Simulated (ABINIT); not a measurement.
# HfGe (P-6m2) in ABINIT: single point with AM05

Aim: the single point of HfGe with AM05.

All numbers are computed with ABINIT 10.8.3 (patched build); they aren't measurements. Logs are shortened: lines on timing, memory, paths and dates and some standing lists are left out, and cuts for length are marked. The log counts tension as positive stress, the text compression.

## (1) The cell of the first run

The structure is hexagonal, space group P-6m2 (No. 187). The conventional cell has a = 3.826 Å, b = 3.826 Å, c = 3.413 Å, α = 90.00°, β = 90.00°, γ = 120.00°. Hf (site symmetry -6m2) has 3 Ge at 2.21 Å as nearest neighbours. Ge (site symmetry -6m2) has 3 Hf at 2.21 Å as nearest neighbours.

The cell was built by a generator and needn't be a form met in nature.

## (2) Single point, AM05 (cell squeezed)

The input, run.abi:

```
# Pseudopotentials
pp_dirpath "./"
pseudos "Hf.upf, Ge.upf"

# Structure
acell 7.2295011986 7.2295011817 6.4504225289
rprim
     1.0000000000     0.0000000000     0.0000000000
    -0.4999999999     0.8660254038     0.0000000000
     0.0000000000     0.0000000000     1.0000000000
ntypat 2
znucl 72 32
natom 2
typat 1 2
xred
     0.0000000000     0.0000000000     0.5000000000
     0.3333333300     0.6666666700     0.5000000000
chkprim 0
chksymtnons 0
tolsym 1.0e-6

# Plane-wave basis
ecut 35.0

# k points
kptopt 1
ngkpt 6 6 6
nshiftk 1
shiftk 0.0 0.0 0.0

# Exchange and correlation
ixc -120135

# Bands and occupations
nband 17
occopt 3
tsmear 0.00183747

# SCF cycle
nstep 100
tolvrs 1.0e-10

# Output
iomode 3
prtwf 0
prtden 0
prteig 0
prtebands 0
enunit 2
```

Potentials or basis: PseudoDojo NC SR PBEsol v0.4.1 standard.

Run with:

```bash
$ abinit run.abi > log 2>&1
```

run.abo:

```text
.Version 10.8.3 of ABINIT
 Symmetries : space group P-6 m 2 (#187); Bravais hP (primitive hexag.)
================================================================================
 Values of the parameters that define the memory need of the present run
     intxc =       0    ionmov =       0      iscf =       7    lmnmax =       8
     lnmax =       8     mgfft =      40  mpssoang =       4    mqgrid =    3001
     natom =       2  nloc_mem =       1    nspden =       1   nspinor =       1
    nsppol =       1      nsym =      12    n1xccc =    2501    ntypat =       2
    occopt =       3   xclevel =       2
       mpw =        2901          nfft =       57600          nkpt =          28
================================================================================
================================================================================

--------------------------------------------------------------------------------
------------- Echo of variables that govern the present computation ------------
--------------------------------------------------------------------------------
 -outvars: echo values of preprocessed input variables --------
            acell      7.2295011986E+00  7.2295011817E+00  6.4504225289E+00 Bohr
              amu      1.78490000E+02  7.26100000E+01
          chkprim           0
      chksymtnons           0
             ecut      3.50000000E+01 Hartree
           enunit           2
              ixc     -120135
         kptrlatt        6    0    0      0    6    0      0    0    6
          kptrlen      3.87025352E+01
            natom           2
            nband          17
            ngfft          40      40      36
             nkpt          28
            nstep         100
             nsym          12
           ntypat           2
           occopt           3
           prtden           0
        prtebands           0
           prteig           0
            prtwf           0
            rprim      1.0000000000E+00  0.0000000000E+00  0.0000000000E+00
                      -4.9999999990E-01  8.6602540380E-01  0.0000000000E+00
                       0.0000000000E+00  0.0000000000E+00  1.0000000000E+00
          spgroup         187
           tolsym      1.00000000E-06
           tolvrs      1.00000000E-10
           tsmear      1.83747000E-03 Hartree
            typat      1  2
           xangst      0.0000000000E+00  0.0000000000E+00  1.7067083003E+00
                       3.2360777007E-09  2.2087615746E+00  1.7067083003E+00
            xcart      0.0000000000E+00  0.0000000000E+00  3.2252112644E+00
                       6.1153005765E-09  4.1739544534E+00  3.2252112644E+00
             xred      0.0000000000E+00  0.0000000000E+00  5.0000000000E-01
                       3.3333333333E-01  6.6666666667E-01  5.0000000000E-01
            znucl       72.00000   32.00000

================================================================================

 chkinp: Checking input parameters for consistency.

================================================================================
== DATASET  1 ==================================================================

--- !DatasetInfo
iteration_state: {dtset: 1, }
dimensions: {natom: 2, nkpt: 28, mband: 17, nsppol: 1, nspinor: 1, nspden: 1, mpw: 2901, }
cutoff_energies: {ecut:  35.0, pawecutdg:  -1.0, }
electrons: {nelect:   2.60000000E+01, charge:   0.00000000E+00, occopt:   3.00000000E+00, tsmear:   1.83747000E-03, }
meta: {optdriver: 0, ionmov: 0, optcell: 0, iscf: 7, paral_kgb: 0, }
...

 Real(R)+Recip(G) space primitive vectors, cartesian coordinates (Bohr,Bohr^-1):
 R(1)=  7.2295012  0.0000000  0.0000000  G(1)=  0.1383221  0.0798603  0.0000000
 R(2)= -3.6147506  6.2609317  0.0000000  G(2)=  0.0000000  0.1597206  0.0000000
 R(3)=  0.0000000  0.0000000  6.4504225  G(3)=  0.0000000  0.0000000  0.1550286
 Unit cell volume ucvol=  2.9196814E+02 bohr^3
 Angles (23,13,12)=  9.00000000E+01  9.00000000E+01  1.20000000E+02 degrees

 getcut: wavevector=  0.0000  0.0000  0.0000  ngfft=  40  40  36
         ecut(hartree)=     35.000   => boxcut(ratio)=   2.07755

--- Pseudopotential description ------------------------------------------------
- pspini: atom type   1  psp file is ./Hf.upf
12 -116133 3 -1 1656                          pspcod,pspxc,lmax,lloc,mmax
     nproj     2     2     2     2

- pspini: atom type   2  psp file is ./Ge.upf
12 -116133 2 -1 1560                          pspcod,pspxc,lmax,lloc,mmax
     nproj     2     2     2     0

   1.37431635E+03                                ecore*ucvol(ha*bohr**3)
--------------------------------------------------------------------------------

================================================================================

--- !BeginCycle
iteration_state: {dtset: 1, }
solver: {iscf: 7, nstep: 100, nline: 4, wfoptalg: 0, }
tolerances: {tolvrs: 1.00E-10, }
...

     iter   Etot(hartree)      deltaE(h)  residm     vres2
 ETOT  1  -144.07925721292    -1.441E+02 7.735E-01 6.291E+01
 ETOT  2  -145.22329192020    -1.144E+00 4.456E-02 1.770E+02
 ETOT  3  -145.24734231488    -2.405E-02 2.163E-02 3.645E+01
 ETOT  4  -145.25370867952    -6.366E-03 4.867E-03 1.129E-01
 ETOT  5  -145.25372285328    -1.417E-05 1.475E-03 3.446E-02
 ETOT  6  -145.25372814288    -5.290E-06 9.046E-04 2.837E-04
 ETOT  7  -145.25372817535    -3.247E-08 3.728E-04 3.335E-05
 ETOT  8  -145.25372817973    -4.373E-09 2.424E-04 7.521E-07
 ETOT  9  -145.25372817982    -8.825E-11 1.768E-04 1.764E-08
 ETOT 10  -145.25372817982    -2.956E-12 9.312E-05 2.474E-10
 ETOT 11  -145.25372817982     2.103E-12 1.152E-04 6.183E-12

 At SCF step   11       vres2   =  6.18E-12 < tolvrs=  1.00E-10 =>converged.

 Cartesian components of stress tensor (hartree/bohr^3)
  sigma(1 1)= -2.52893825E-03  sigma(3 2)=  0.00000000E+00
  sigma(2 2)= -2.52893819E-03  sigma(3 1)=  0.00000000E+00
  sigma(3 3)=  4.29167764E-04  sigma(2 1)= -1.99151537E-11

--- !ResultsGS
iteration_state: {dtset: 1, }
comment   : Summary of ground state results
lattice_vectors:
- [  7.2295012,   0.0000000,   0.0000000, ]
- [ -3.6147506,   6.2609317,   0.0000000, ]
- [  0.0000000,   0.0000000,   6.4504225, ]
lattice_lengths: [   7.22950,    7.22950,    6.45042, ]
lattice_angles: [ 90.000,  90.000, 120.000, ] # degrees, (23, 13, 12)
lattice_volume:   2.9196814E+02
convergence: {deltae:  2.103E-12, res2:  6.183E-12, residm:  1.152E-04, diffor: null, }
etotal    :  -1.45253728E+02
entropy   :   0.00000000E+00
fermie    :   2.56486441E-01
cartesian_stress_tensor: # hartree/bohr^3
- [ -2.52893825E-03,  -1.99151537E-11,   0.00000000E+00, ]
- [ -1.99151537E-11,  -2.52893819E-03,   0.00000000E+00, ]
- [  0.00000000E+00,   0.00000000E+00,   4.29167764E-04, ]
pressure_GPa:   4.5394E+01
xred      :
- [  0.0000E+00,   0.0000E+00,   5.0000E-01, Hf]
- [  3.3333E-01,   6.6667E-01,   5.0000E-01, Ge]
cartesian_forces: # hartree/bohr
- [  7.62782558E-26,   4.40392715E-26,  -0.00000000E+00, ]
- [ -7.62782558E-26,  -4.40392715E-26,  -0.00000000E+00, ]
force_length_stats: {min:   8.80785430E-26, max:   8.80785430E-26, mean:   8.80785430E-26, }
...

 Integrated electronic density in atomic spheres:
 ------------------------------------------------
 Atom  Sphere_radius  Integrated_density
    1        2.00000          8.65714325
    2        2.00000         11.94606280
================================================================================

 ----iterations are completed or convergence reached----

 Mean square residual over all n,k,spin=   69.641E-08; max=  11.523E-05
 reduced coordinates (array xred) for    2 atoms
       0.000000000000      0.000000000000      0.500000000000
       0.333333333333      0.666666666667      0.500000000000
 rms dE/dt=  4.5026E-25; max dE/dt=  1.1029E-24; dE/dt below (all hartree)
    1       0.000000000000      0.000000000000      0.000000000000
    2       0.000000000000      0.000000000000      0.000000000000

 cartesian coordinates (angstrom) at end:
    1      0.00000000000000     0.00000000000000     1.70670830033674
    2      0.00000000323608     2.20876157460708     1.70670830033674

 cartesian forces (hartree/bohr) at end:
    1      0.00000000000000     0.00000000000000    -0.00000000000000
    2     -0.00000000000000    -0.00000000000000    -0.00000000000000
 frms,max,avg= 5.0852171E-26 7.6278256E-26   0.000E+00  0.000E+00  0.000E+00 h/b

 cartesian forces (eV/Angstrom) at end:
    1      0.00000000000000     0.00000000000000    -0.00000000000000
    2     -0.00000000000000    -0.00000000000000    -0.00000000000000
 frms,max,avg= 2.6149237E-24 3.9223856E-24   0.000E+00  0.000E+00  0.000E+00 e/A
 length scales=  7.229501198600  7.229501181700  6.450422528900 bohr
              =  3.825687277900  3.825687268957  3.413416600673 angstroms
 Fermi (or HOMO) energy (hartree) =   0.25649   Average Vxc (hartree)=  -0.40581
 Eigenvalues (hartree) for nkpt=  28  k points:
 kpt#   1, nband= 17, wtk=  0.00463, kpt=  0.0000  0.0000  0.0000 (reduced coord)
  -2.00798   -0.87295   -0.87295   -0.85715   -0.63229   -0.63160   -0.63160   -0.63038
  -0.63038   -0.13209    0.15230    0.15230    0.20220    0.35533    0.37751    0.37751
   0.44944
      occupation numbers for kpt#   1
   2.00000    2.00000    2.00000    2.00000    2.00000    2.00000    2.00000    2.00000
   2.00000    2.00000    2.00000    2.00000    2.00000    0.00000    0.00000    0.00000
   0.00000
 prteigrs : prtvol=0 or 1, do not print more k-points.

 Fermi (or HOMO) energy (eV) =   6.97935   Average Vxc (eV)= -11.04262
 Eigenvalues (   eV  ) for nkpt=  28  k points:
 kpt#   1, nband= 17, wtk=  0.00463, kpt=  0.0000  0.0000  0.0000 (reduced coord)
 -54.63999  -23.75405  -23.75405  -23.32434  -17.20560  -17.18669  -17.18669  -17.15352
 -17.15352   -3.59432    4.14424    4.14424    5.50209    9.66892   10.27245   10.27245
  12.23001
 prteigrs : prtvol=0 or 1, do not print more k-points.

--- !EnergyTerms
iteration_state     : {dtset: 1, }
comment             : Components of total free energy in Hartree
kinetic             :  8.16607641640536E+01
hartree             :  3.91240342773730E+01
xc                  : -3.57642769679770E+01
Ewald energy        : -8.42493228591036E+01
psp_core            :  4.70707643364440E+00
local_psp           : -1.06685024772899E+02
non_local_psp       : -4.40464587708158E+01
internal            : -1.45253208495724E+02
'-kT*entropy'       : -5.19684091875569E-04
total_energy        : -1.45253728179816E+02
total_energy_eV     : -3.95255530116971E+03
band_energy         : -1.45978291646716E+01
...

 Cartesian components of stress tensor (hartree/bohr^3)
  sigma(1 1)= -2.52893825E-03  sigma(3 2)=  0.00000000E+00
  sigma(2 2)= -2.52893819E-03  sigma(3 1)=  0.00000000E+00
  sigma(3 3)=  4.29167764E-04  sigma(2 1)= -1.99151537E-11

-Cartesian components of stress tensor (GPa)         [Pressure=  4.5394E+01 GPa]
- sigma(1 1)= -7.44039321E+01  sigma(3 2)=  0.00000000E+00
- sigma(2 2)= -7.44039302E+01  sigma(3 1)=  0.00000000E+00
- sigma(3 3)=  1.26265515E+01  sigma(2 1)= -5.85924051E-07

== END DATASET(S) ==============================================================
================================================================================

 -outvars: echo values of variables after computation  --------
            acell      7.2295011986E+00  7.2295011817E+00  6.4504225289E+00 Bohr
           etotal     -1.4525372818E+02
            fcart      7.6278255796E-26  4.4039271507E-26 -0.0000000000E+00
                      -7.6278255796E-26 -4.4039271507E-26 -0.0000000000E+00
            rprim      1.0000000000E+00  0.0000000000E+00  0.0000000000E+00
                      -4.9999999990E-01  8.6602540380E-01  0.0000000000E+00
                       0.0000000000E+00  0.0000000000E+00  1.0000000000E+00
           strten     -2.5289382489E-03 -2.5289381858E-03  4.2916776373E-04
                       0.0000000000E+00  0.0000000000E+00 -1.9915153702E-11
           xangst      0.0000000000E+00  0.0000000000E+00  1.7067083003E+00
                       3.2360777007E-09  2.2087615746E+00  1.7067083003E+00
             xred      0.0000000000E+00  0.0000000000E+00  5.0000000000E-01
                       3.3333333333E-01  6.6666666667E-01  5.0000000000E-01
 Calculation completed.
```

Wall time 28 s (1 thread of AMD EPYC 9R45 (Zen 5), shared host); peak memory 0.09 GiB.

What came out:

```
Free energy                                           : -3952.5553 eV
Pressure                                              : 45.4 GPa
Band gap on the k mesh                                : none (metal or under the smearing width)
Valence electrons inside the program's atomic spheres : Hf 8.66; Ge 11.95
```

Caveat: the potentials were made for another functional, which shifts forces and pressure. The run has no spin-orbit coupling, so splittings on Hf are missing.
